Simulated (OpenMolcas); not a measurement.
# CH4F2Si (SMILES C[SiH](F)F): levels of theory compared

Aim: a comparison of 6 runs (HF/cc-pVDZ, B3LYP/6-31G*, BHLYP/cc-pVDZ, M06-2X/cc-pVDZ, revPBE/cc-pVDZ, MP2/cc-pVDZ) of CH4F2Si. 

The calculation is run with OpenMolcas 26.06.

1 further run of the same task is left out (set aside as unsound or not needed).

## Step 1: The structure to begin with

CH4F2Si: 8 atoms, total charge 0, spin state singlet. As SMILES, `C[SiH](F)F`. The C1–Si2 distance was set to 2.392 Å, away from the relaxed value.

Bond lengths: Si2–F3 1.591 Å, Si2–F4 1.591 Å, C1–H5 1.092 Å, C1–H6 1.093 Å, C1–H7 1.093 Å, Si2–H8 1.477 Å. Angles: F3–Si2–F4 106.8°, F3–Si2–H8 107.6°, F4–Si2–H8 107.6°, H5–C1–H6 108.3°, H5–C1–H7 108.3°, H6–C1–H7 108.2°. A long bond or contact: C1–Si2 2.392 Å.

## Step 2: The energy at HF/cc-pVDZ (run 1)

File input.xyz:

```xyz
8

C     -0.602015     1.378759    -0.281288
Si     0.329300    -0.775200     0.180600
F      1.916300    -0.678300     0.226700
F     -0.035400    -1.783900    -0.994000
H     -0.228315     1.766059    -1.231988
H     -0.337615     2.088059     0.506712
H     -1.691715     1.321459    -0.337988
H     -0.118100    -1.385700     1.449000
```

File job.inp:

```
&gateway
baslib = $CurrDir
coord = input.xyz
basis = cc-pVDZ
group = NoSym
&seward
&scf
thresholds = 1e-10 1e-07 1e-07 1e-05
prorbitals = 1
```

The basis set cc-pVDZ is read from a file made from the Basis Set Exchange's data (not shown).

The run is started by

```
$ export MOLCAS_MEM=1860
$ pymolcas job.inp > job.log
```

The program printed:

```text
--- Start Module: gateway ---
[...]
--- Stop Module: gateway /rc=_RC_ALL_IS_WELL_ ---
--- Start Module: seward ---
[...]
      Basis functions           80
--- Stop Module: seward /rc=_RC_ALL_IS_WELL_ ---
[...]
--- Start Module: scf ---
[...]
       Convergence after  12 Iterations
[...]
::    Total SCF energy                               -528.0872692872
[...]
      Total spin, S                                     0.0000000000
[...]
      Total electronic charge=   42.000000
      Total            charge=   -0.000000
[...]
      Dipole Moment (debye):
      Origin of the operator (angstrom)=    0.4308   -0.5866   -0.1526
                   X= -1.3098E+00               Y=  1.1416E+00               Z=  1.0602E+00           Total=  2.0354E+00
      Quadrupole Moment (debye*angstrom):
[...]
--- Stop Module: scf /rc=_RC_ALL_IS_WELL_ ---
[...]
```

Run time: 4.5 s. Hardware: 1 thread of Arm Neoverse V1, shared host; peak memory 0.45 GiB.

## Step 3: A single-point energy at B3LYP/6-31G(d) (spherical functions) (run 2)

File calc.input:

```
* CH4F2Si Kohn-Sham DFT

&GATEWAY
 BASLIB = $CurrDir
 COORD
 8
 angstrom
 C       -0.602015       1.378759      -0.281288
 Si       0.329300      -0.775200       0.180600
 F        1.916300      -0.678300       0.226700
 F       -0.035400      -1.783900      -0.994000
 H       -0.228315       1.766059      -1.231988
 H       -0.337615       2.088059       0.506712
 H       -1.691715       1.321459      -0.337988
 H       -0.118100      -1.385700       1.449000
 BASIS = 6-31Gs
 GROUP = NoSym

&SEWARD
 GRIDINPUT
 Grid=UltraFine
 End of Grid

&SCF
 KSDFT = B3LYP
 THRESHOLDS = 1e-10 1e-07 1e-07 1e-05
 PRORBITALS = 1 2
```

The basis set 6-31G* is read from a file made from the Basis Set Exchange's data (not shown).

The run is started by

```
$ export MOLCAS_MEM=1860
$ pymolcas calc.input > calc.log
```

The program printed:

```text
--- Start Module: gateway ---
[...]
--- Stop Module: gateway /rc=_RC_ALL_IS_WELL_ ---
--- Start Module: seward ---
[...]
      Basis functions           68
--- Stop Module: seward /rc=_RC_ALL_IS_WELL_ ---
[...]
--- Start Module: scf ---
[...]
       Convergence after  12 Iterations
[...]
::    Total KS-DFT energy                            -529.7703022743
[...]
      Total spin, S                                     0.0000000000
[...]
      Total electronic charge=   42.000000
      Total            charge=   -0.000000
[...]
      Dipole Moment (debye):
      Origin of the operator (angstrom)=    0.4308   -0.5866   -0.1526
                   X= -9.9167E-01               Y=  8.4642E-01               Z=  8.1897E-01           Total=  1.5397E+00
      Quadrupole Moment (debye*angstrom):
[...]
--- Stop Module: scf /rc=_RC_ALL_IS_WELL_ ---
[...]
```

It took 14 s on 1 thread of Arm Neoverse V1, shared host; peak memory 0.41 GiB.

Run 3 isn't shown in full; the table further down has it.

## Step 4: The energy at M06-2X/cc-pVDZ (run 4)

File coord.xyz:

```xyz
8

C     -0.602015     1.378759    -0.281288
Si     0.329300    -0.775200     0.180600
F      1.916300    -0.678300     0.226700
F     -0.035400    -1.783900    -0.994000
H     -0.228315     1.766059    -1.231988
H     -0.337615     2.088059     0.506712
H     -1.691715     1.321459    -0.337988
H     -0.118100    -1.385700     1.449000
```

File calc.input:

```
&GATEWAY
 BasLib
 $CurrDir
 Coord
 coord.xyz
 Basis
 cc-pVDZ
 Group
 NoSym

&SEWARD
 GridInput
 Grid=UltraFine
 End of Grid

&SCF
 KSDFT
 M062X
 Thresholds
 1e-10 1e-07 1e-07 1e-05
 PrOrbitals
 1 1
```

The basis set cc-pVDZ is read from a file made from the Basis Set Exchange's data (not shown).

The run is started by

```
$ export MOLCAS_MEM=1860
$ pymolcas calc.input > calc.log
```

The program printed:

```text
--- Start Module: gateway ---
[...]
--- Stop Module: gateway /rc=_RC_ALL_IS_WELL_ ---
--- Start Module: seward ---
[...]
      Basis functions           80
--- Stop Module: seward /rc=_RC_ALL_IS_WELL_ ---
[...]
--- Start Module: scf ---
[...]
       Convergence after  12 Iterations
[...]
::    Total KS-DFT energy                            -529.6531734718
[...]
      Total spin, S                                     0.0000000000
[...]
      Total electronic charge=   42.000000
      Total            charge=   -0.000000
[...]
      Dipole Moment (debye):
      Origin of the operator (angstrom)=    0.4308   -0.5866   -0.1526
                   X= -1.0564E+00               Y=  8.3767E-01               Z=  9.3044E-01           Total=  1.6381E+00
      Quadrupole Moment (debye*angstrom):
[...]
--- Stop Module: scf /rc=_RC_ALL_IS_WELL_ ---
[...]
```

It took 28 s on 1 thread of Arm Neoverse V1, shared host; peak memory 0.45 GiB.

Run 5 isn't shown in full; the table further down has it.

## Step 5: A single-point energy at MP2/cc-pVDZ (run 6)

input.xyz is that of step 2.

File mol.inp:

```
&GATEWAY
  BASLIB=$CurrDir
  COORD=input.xyz
  BASIS=cc-pVDZ
  GROUP=NoSym

&SEWARD

&SCF
  THRESHOLDS=1e-10 1e-07 1e-07 1e-05
  PRORBITALS=1 1

&MBPT2
  FROZEN=8
```

The basis set cc-pVDZ is read from a file made from the Basis Set Exchange's data (not shown).

The run is started by

```
$ export MOLCAS_MEM=1860
$ pymolcas mol.inp > mol.log
```

The program printed:

```text
--- Start Module: gateway ---
[...]
--- Stop Module: gateway /rc=_RC_ALL_IS_WELL_ ---
[...]
      Basis functions           80
[...]
--- Start Module: scf ---
[...]
       Convergence after  12 Iterations
[...]
::    Total SCF energy                               -528.0872692872
[...]
      Total spin, S                                     0.0000000000
[...]
      Total electronic charge=   42.000000
      Total            charge=   -0.000000
[...]
      Dipole Moment (debye):
      Origin of the operator (angstrom)=    0.4308   -0.5866   -0.1526
                   X= -1.3098E+00               Y=  1.1416E+00               Z=  1.0602E+00           Total=  2.0354E+00
      Quadrupole Moment (debye*angstrom):
[...]
--- Stop Module: scf /rc=_RC_ALL_IS_WELL_ ---
[...]
--- Start Module: mbpt2 ---
[...]
WARNING!
Default frozen orbitals as non valence orbitals is overwritten by user input.
Default values:   5
[...]
       Reference weight ( Cref**2 )         =        0.85558
::    Total MBPT2 energy                             -528.7052995229
[...]
      Total MBPT2 calculations                           0.16      0.22
--- Stop Module: mbpt2 /rc=_RC_ALL_IS_WELL_ ---
[...]
```

Wall time 4.8 s (1 thread of Arm Neoverse V1, shared host); peak memory 0.45 GiB.

## Step 6: The series

```
run                               level  integration grid  frozen core orbitals  energy (Eh)  dipole moment (D) of the reference  HOMO energy (eV)  LUMO energy (eV)  wall time
  1                          HF/cc-pVDZ                 –                     –  -528.087269                                2.04            -11.05              3.75      4.5 s
  2  B3LYP/6-31G* (spherical functions)         UltraFine                     –  -529.770302                                1.54             -7.83              0.12       14 s
  3                       BHLYP/cc-pVDZ         UltraFine                     –  -529.666840                                1.81             -9.32              1.07       20 s
  4                      M06-2X/cc-pVDZ         UltraFine                     –  -529.653173                                1.64             -9.27              1.01       28 s
  5                      revPBE/cc-pVDZ         UltraFine                     –  -529.620754                                1.38             -6.89             -0.82       25 s
  6                         MP2/cc-pVDZ                 –                     8  -528.705300                                2.04            -11.05              3.75      4.8 s
```

## Step 7: Outcome

```
                                          quantity          value
                               run 6: total energy  -528.70530 Eh
         run 6: dipole moment (mean-field density)         2.04 D
        run 6: HOMO energy (Hartree–Fock orbitals)      -11.05 eV
        run 6: LUMO energy (Hartree–Fock orbitals)        3.75 eV
      run 6: HOMO–LUMO gap (Hartree–Fock orbitals)       14.81 eV
run 6: correlation energy (8 core orbitals frozen)     -618.0 mEh
```

**Reading.** Over runs 1, 2, 3, 4, 5 the dipole moment (its size) runs from 1.38 D (revPBE/cc-pVDZ) to 2.04 D (HF/cc-pVDZ). Over runs 1, 2, 3, 4, 5 the HOMO–LUMO gap runs from 6.07 eV (revPBE/cc-pVDZ) to 14.81 eV (HF/cc-pVDZ). Exact exchange widens orbital gaps. Totals of different functionals can't be ranked against each other. All runs together took 96 s, the longest 28 s.
